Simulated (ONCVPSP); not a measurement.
**An ONCV potential for molybdenum, from input to tests**

Aim: build the potential from the settings below, then test how well it stands in for the atom: other configurations, scattering, ghost states and the plane-wave cutoff that it needs.

Method: ONCVPSP 4.0.1, PBEsol, fully relativistic.

## Step 1: The design

The settings as typed:

| Property | Result |
| --- | --- |
| element | molybdenum (Mo, Z = 42) |
| type | optimised norm-conserving Vanderbilt (ONCV) |
| frozen core | [Ar] 3d10 4s2 |
| valence charge | 12 |
| reference configuration | 4p6 4d5 5s1 |
| partial waves | 5s: rc 2.35 bohr, ncon 3, nbas 7, qcut 3.5 1/bohr, 2 projectors, debl 2.9 Ha; 4p: rc 1.90 bohr, ncon 3, nbas 6, qcut 9 1/bohr, 2 projectors, debl 1.1 Ha; 4d: rc 1.90 bohr, ncon 4, nbas 8, qcut 8.1 1/bohr, local |
| local potential | the d channel |
| core correction | not asked for |

The outer shells as boxes (Hund's rule for the drawing; the calculation is spin-unpolarised):

```
[Ar] core
3d [↑↓][↑↓][↑↓][↑↓][↑↓]
4s [↑↓]
4p [↑↓][↑↓][↑↓]
4d [↑ ][↑ ][↑ ][↑ ][↑ ]
5s [↑ ]
```

## Step 2: The generation run

Mo.dat reads:

```
# ATOM AND REFERENCE CONFIGURATION
# atsym  z   nc   nv     iexc    psfile
  Mo 42.00    7    3  -116133      upf
#
#   n    l    f
    1    0    2.00
    2    0    2.00
    2    1    6.00
    3    0    2.00
    3    1    6.00
    3    2   10.00
    4    0    2.00
    4    1    6.00
    4    2    5.00
    5    0    1.00
#
# PSEUDOPOTENTIAL AND OPTIMIZATION
# lmax
    2
#
#   l,   rc,      ep,       ncon, nbas, qcut
    0    2.35    0.00    3    7    3.50
    1    1.90    0.00    3    6    9.00
    2    1.90    0.00    4    8    8.10
#
# LOCAL POTENTIAL
# lloc, lpopt,  rc(5),   dvloc0
    2    5    1.90    0.00
#
# VANDERBILT-KLEINMAN-BYLANDER PROJECTORs
# l, nproj, debl
    0    2    2.90
    1    2    1.10
    2    0    1.70
#
# MODEL CORE CHARGE
# icmod, fcfact, rcfact
    0    0.00    0.00
#
# LOG DERIVATIVE ANALYSIS
# epsh1, epsh2, depsh
   -3.00    5.00    0.02
#
# OUTPUT GRID
# rlmax, drl
    6.00    0.01
#
# TEST CONFIGURATIONS
# ncnf
    4
# nvcnf
#   n    l    f
    3
    4    1    6.00
    4    2    5.00
    5    0    0.00
#
    3
    4    1    6.00
    4    2    4.00
    5    0    0.00
#
    3
    4    1    6.00
    4    2    3.00
    5    0    0.00
#
    3
    4    1    6.00
    4    2    4.00
    5    0    1.00
#
```

Command:

```sh
$ oncvpspr.x < Mo.dat > Mo.out
```

**Question.** What will these runs give? Wanted: cutoffs for 1 and 0.1 mHa per electron, occupied waves; bound ghosts; GHOST(+) flags; largest miss of a reference level; largest test error; largest phase difference near zero energy, channels read; projector energies reset by the program.

As calculated:

| quantity | value |
| --- | --- |
| cutoffs for 1 and 0.1 mHa per electron, occupied waves | 20 Ha and 24 Ha |
| bound ghosts | s at -56.30 eV |
| GHOST(+) flags | none at low energy |
| largest miss of a reference level | 124 meV (4d) |
| largest test error (AE − PS) | -12 meV, for 4p6 4d5 5s0 (3 tests unsolved) |
| largest phase difference near zero energy, channels read | 0.015 rad |
| projector energies reset by the program | p: -1.384, 0.250 Ha |

**Reading.** A bound ghost (s) makes it unfit for use: electrons can fall into a state that the atom doesn't have. Already in the reference configuration the 4d level is off by 124 meV: its channel is the local one, which carries no spin-orbit splitting. By total energies transferability is good where solved: the largest error is 12 meV on 6.9 eV, for 4p6 4d5 5s0. Atomic tests can pass in spite of a ghost, since they solve only for the levels asked. Of the tests 3 gave no usable energy difference, which is a warning in itself. The potential is of middling hardness: the looser tolerance needs 20 Ha. At the looser tolerance the 4d wave is the slowest; 4p needs 12 Ha. Near zero energy the phases of the channels with partial waves agree within 0.015 rad.
